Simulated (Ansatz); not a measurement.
# CH4AlFSSi: up Jacob's ladder to CCSD(T)

An exercise on one series of results from a longer session: the logs are not shown, and one member is left open.

Computed with Ansatz 0.2.0, Gaussian basis. Level: functionals in def2-TZVPP, the program's frozen cores in correlated methods.

The runs, in order: PBE-D4, r2SCAN-D4, PBE0-D4, B3LYP-D4, ωB97X-V, ωB97M-V, B2PLYP; CCSD(T)/def2-TZVPP; MP2/def2-QZVPP; extrapolation to the limit.

### The geometry

The geometry comes from an earlier relaxation with PBE0-D4 in a triple-zeta def2 set; it is a stationary point, not always the lowest conformer.

9 atoms, charge 0, spin multiplicity 1.

Atoms are counted from 1 here; the program's logs count them from 0.

Bond lengths: F1–Si2 1.595 Å, Si2–C3 1.858 Å, Si2–H6 1.482 Å, Si2–H7 1.481 Å, C3–Al4 1.976 Å, C3–S5 1.644 Å, Al4–S5 2.375 Å, Al4–H8 1.580 Å, Al4–H9 1.580 Å. Angles: F1–Si2–C3 109.1°, F1–Si2–H6 108.4°, F1–Si2–H7 108.3°, C3–Si2–H6 109.0°, C3–Si2–H7 109.7°, H6–Si2–H7 112.2°, Si2–C3–Al4 155.1°, Si2–C3–S5 123.4°, Al4–C3–S5 81.4°, C3–Al4–S5 43.2°, C3–Al4–H8 116.4°, C3–Al4–H9 116.3°, S5–Al4–H8 112.5°, S5–Al4–H9 112.4°, H8–Al4–H9 126.2°, C3–S5–Al4 55.4°.

Set-up of the first run:

Contents of in.yaml:

```yaml
crystal:
  periodic: [false, false, false]
  atoms:
    - {symbol: F, position_ang: [-1.644727, -0.714638, 1.808939]}
    - {symbol: Si, position_ang: [-1.204939, 0.607017, 1.031769]}
    - {symbol: C, position_ang: [0.152770, 0.187050, -0.164295]}
    - {symbol: Al, position_ang: [1.391083, -1.021718, -1.118543]}
    - {symbol: S, position_ang: [0.916722, 1.305586, -1.096725]}
    - {symbol: H, position_ang: [-2.372968, 1.115724, 0.275505]}
    - {symbol: H, position_ang: [-0.709096, 1.588130, 2.024604]}
    - {symbol: H, position_ang: [0.817244, -1.744357, -2.401406]}
    - {symbol: H, position_ang: [2.742512, -1.368993, -0.376949]}
basis:
  gaussian: {orbitals: def2-TZVPP}
hamiltonian: {xc: pbe, dispersion: d4}
output: {forces: true, orbitals: {seedname: orbitals}}
```

Launch:

```sh
> ansatz run in.yaml --threads 4 --pin off --events-out ev --progress --plain --max-ram 10444MiB
```

Steps of the session up to this table: PBE-D4 (GGA); r2SCAN-D4 (meta-GGA); PBE0-D4 (hybrid); B3LYP-D4 (hybrid); ωB97X-V (range-separated); ωB97M-V (range-separated); B2PLYP (double hybrid); CCSD(T) in def2-TZVPP; MP2 in def2-QZVPP.

One of the session's tables, all rows but one given; the rest of the session is left out.

| method | atomisation energy (kcal/mol) |
| --- | --- |
| PBE-D4 | 711.8 |
| r2SCAN-D4 | ? |
| PBE0-D4 | 699.1 |
| B3LYP-D4 | 700.8 |
| ωB97X-V | 709.4 |
| ωB97M-V | 708.3 |
| B2PLYP | 694.8 |
| HF/def2-TZVPP | 511.1 |
| MP2/def2-TZVPP | 699.8 |
| CCSD/def2-TZVPP | 672.7 |
| CCSD(T)/def2-TZVPP | 686.0 |
| MP2/CBS | 722.2 |
| CCSD(T)/CBS | 708.3 |

**Question.** Estimate the row for r2SCAN-D4.

**Answer.** atomisation energy (kcal/mol): 709.1. In the column «atomisation energy (kcal/mol)» it lies between CCSD(T)/CBS (708.3) and ωB97X-V (709.4).

Limits of these values: Free atoms (1 F, 1 Si, 1 C, 1 Al, 1 S, 4 H) were run apart at each level; the atomisation energy is their sum less the molecule, without zero-point or spin-orbit terms.
